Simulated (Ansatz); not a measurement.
TaV:

```
Ta V
1.0
     1.60670   -2.30777    0.00000
     1.60670    2.30777    0.00000
     0.00000    0.00000    4.34136
Ta V
1 1
Direct
  0.00000 0.00000 0.00000
  0.50000 0.50000 0.50000
```

The cell comes from a database or a generator and needn't be the stable form of this composition.

Base run:

- Program: Ansatz 0.2.0
- Functional: RPBE
- Potentials or basis: all-electron LAPW, scalar-relativistic
- Cutoff: 274 eV
- Density cutoff: 1096 eV
- Basis error allowed: 0.001 eV/atom
- k mesh: 10 × 10 × 6
- Occupations: gaussian, width 0.1 eV
- Spin: collinear spin, ferromagnetic start
- Starting moments: [0.0, 2.0] μB

Its results: band gap on the k mesh none (metal or under the smearing width); pressure 3.6 GPa; net moment 0.00 μB per cell.

The run is repeated on the same cell with these changes: functional from RPBE to LDA. What comes out?

Band gap on the k mesh none (metal or under the smearing width); pressure -12.2 GPa; net moment 0.00 μB per cell.

LDA binds more tightly than RPBE, so the same cell stands under less pressure.

Not every run made on this cell is shown here.
